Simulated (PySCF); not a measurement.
# AsS⁻ (triplet): spin, charge, geometry and surroundings

How does AsS⁻ (triplet) answer to another spin, charge, distance or environment?

The runs use PySCF 2.14.0; method and basis as typed in the scripts.

1 further run of the same task is left out (it didn't finish).

## Step 1: Where the work starts

AsS⁻ (triplet): 2 atoms, charge -1, spin multiplicity 3.

Bond lengths: As1–S2 2.260 Å.

## Step 2: Base script

The input, input.py:

```python
from pyscf import gto, scf, mp

mol = gto.M(
    atom='As 0 0 0; S 0 0 2.26',
    basis='6-31g',
    charge=-1,
    spin=2,
    symmetry=True,
    verbose=4,
)
mf = scf.UHF(mol)
mf = mf.density_fit(auxbasis='def2-universal-jkfit')
mf.kernel()
mp.MP2(mf, frozen=14).kernel()
mf.dip_moment()
print('orbital energies (hartree):', [e[max(0, n-3):n+3].round(4) for e, n in zip(mf.mo_energy, mol.nelec)])
```

Launch:

```sh
> OMP_NUM_THREADS=1 python input.py
```

The log of this run is left out.

Base result: E(SCF) = -2631.389410 Eh, 13 cycles, E(MP2) − E(SCF) = -0.22672 Eh, ⟨S²⟩ = 2.021.

The bond length is a typed value, not an optimised one. The dipole of an ion depends on the origin. The triplet is typed in the script; nothing here shows that it is the ground state.

## Step 3: Septet

Run 1 changes spin (2S): 2 → 6.

The input, input.py:

```python
from pyscf import gto, scf, mp

mol = gto.M(
    atom='As 0 0 0; S 0 0 2.26',
    basis='6-31g',
    charge=-1,
    spin=6,
    symmetry=True,
    verbose=4,
)
mf = scf.UHF(mol)
mf = mf.density_fit(auxbasis='def2-universal-jkfit')
mf.kernel()
mp.MP2(mf, frozen=14).kernel()
mf.dip_moment()
print('orbital energies (hartree):', [e[max(0, n-3):n+3].round(4) for e, n in zip(mf.mo_energy, mol.nelec)])
```

Launch:

```sh
> OMP_NUM_THREADS=1 python input.py
```

## Step 4: Lengths in bohr

Run 2 changes length unit: angstrom → bohr; bond length: 2.26 Å → 2.26 bohr.

Edit input.py of step 2 so:

```diff
@@ -7,2 +7,3 @@
     spin=2,
+    unit='bohr',
     symmetry=True,
```

## Step 5: Quintet

Run 3 changes spin (2S): 2 → 4.

Edit input.py of step 2 so:

```diff
@@ -6,3 +6,3 @@
     charge=-1,
-    spin=2,
+    spin=4,
     symmetry=True,
```

## Step 6: Bond 1.808 Å

Run 4 changes bond length: 2.26 Å → 1.808 Å.

Edit input.py of step 2 so:

```diff
@@ -3,3 +3,3 @@
 mol = gto.M(
-    atom='As 0 0 0; S 0 0 2.26',
+    atom='As 0 0 0; S 0 0 1.808',
     basis='6-31g',
```

## Step 7: Electric field 0.001 a.u.

Run 5 changes electric field: none → 0.001 a.u.; point-group symmetry: on → off.

Edit input.py of step 2 so:

```diff
@@ -7,3 +7,2 @@
     spin=2,
-    symmetry=True,
     verbose=4,
@@ -12,2 +11,7 @@
 mf = mf.density_fit(auxbasis='def2-universal-jkfit')
+field = 0.001  # electric field along z, atomic units
+h = mf.get_hcore() + field*mol.intor('int1e_r')[2]
+mf.get_hcore = lambda *args: h
+e_nuc = mol.energy_nuc() - field*mol.atom_charges() @ mol.atom_coords()[:, 2]
+mf.energy_nuc = lambda *args: e_nuc
 mf.kernel()
```

## Step 8: PCM, ε = 20.5

Run 6 changes solvent: none (gas phase) → PCM, ε = 20.5; step after the SCF: mp2 → analyze.

The input, input.py:

```python
from pyscf import gto, scf, solvent

mol = gto.M(
    atom='As 0 0 0; S 0 0 2.26',
    basis='6-31g',
    charge=-1,
    spin=2,
    symmetry=True,
    verbose=4,
)
mf = scf.UHF(mol)
mf = mf.density_fit(auxbasis='def2-universal-jkfit')
mf = solvent.PCM(mf)
mf.with_solvent.eps = 20.5
mf.kernel()
mf.analyze()
print('orbital energies (hartree):', [e[max(0, n-3):n+3].round(4) for e, n in zip(mf.mo_energy, mol.nelec)])
```

Before running it: what results should come out? Wanted: for each run, E(SCF); from base; gap, α spin; after the SCF.

**Answer**, as computed:

```csv
run,E(SCF) (hartree),from base (eV),cycles,"gap, α spin (eV)",after the SCF
base,-2631.389410,0,13,10.41,"MP2 correlation -6.169 eV, core frozen"
septet,-2630.919782,+12.7792,11,8.43,"MP2 correlation -5.093 eV, core frozen"
lengths in bohr (poor choice),-2629.567283,not comparable,10,9.09,"MP2 correlation -5.835 eV, core frozen"
quintet,-2631.243672,+3.9657,12,12.56,"MP2 correlation -5.457 eV, core frozen"
bond 1.808 Å,-2631.294629,+2.5791,11,10.97,"MP2 correlation -5.963 eV, core frozen"
electric field 0.001 a.u.,-2631.386320,not comparable,13,10.39,"MP2 correlation -6.183 eV, core frozen"
"PCM, ε = 20.5",-2631.483696,-2.5656,12,10.67,n/a
```

Of the runs whose energies can be compared, “septet” moves the SCF energy most (+12.779 eV). The septet solution found lies 12.78 eV above the base triplet at this geometry and level. The quintet solution found lies 3.97 eV above the base triplet at this geometry and level. A continuum solvent with ε = 20.5 lowers the energy by 2.566 eV, a large gain because the system is charged. The dearest run is “PCM, ε = 20.5”, at 6.6 s against 2.1 s. Rows marked «poor choice» come from settings spoiled on purpose.
